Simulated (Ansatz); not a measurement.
# Ag: the cost of one run

Computed with Ansatz 0.2.0 (DFT PBEsol, scalar-relativistic, plane waves, PAW, unless a step's input says otherwise).

**1. Starting point**

It takes space group Fm-3m (No. 225, cubic). Conventional cell: a = 4.090 Å, b = 4.090 Å, c = 4.090 Å, α = 90.00°, β = 90.00°, γ = 90.00°. Ag (site symmetry m-3m) is surrounded by 12 Ag at 2.89 Å.

As a file:

```
CELL_PARAMETERS angstrom
0.00000 2.04500 2.04500
2.04500 0.00000 2.04500
2.04500 2.04500 0.00000
ATOMIC_POSITIONS crystal
Ag 0.00000 0.00000 0.00000
```

**2. Relaxing cell and atoms: Ag, no spin**

input.yaml reads:

```yaml
crystal:
  lattice:
    - [0.0, 2.045, 2.045]
    - [2.045, 0.0, 2.045]
    - [2.045, 2.045, 0.0]
  atoms:
    - { symbol: Ag, position: [0.0, 0.0, 0.0] }
scf:
  occupations: { method: gaussian, width: 0.1 }
output:
  forces: true
  stress: true
  eigenvalues: true
  write_density: true
  write_potential: true
  elf: true
  volumetric_format: npy
kpoints:
  mp_grid: { grid: [34, 34, 34] }
hamiltonian:
  xc: pbesol
  pseudopotentials: { kind: paw, azcp: { folder: soft_1 } }
relax:
  f_tol: 0.003
  max_steps: 60
  cell: { stress_tol: 0.02 }
```

Run with:

```bash
> ansatz run input.yaml --threads 8 --pin off --max-ram 16384MiB --backend cpu --events-out ev --progress --plain --runs-dir out
```

What time and memory should one allow on 8 threads of Intel Xeon 6975P-C (Granite Rapids), shared host?

About 6.5 s, with a peak of 0.64 GiB.
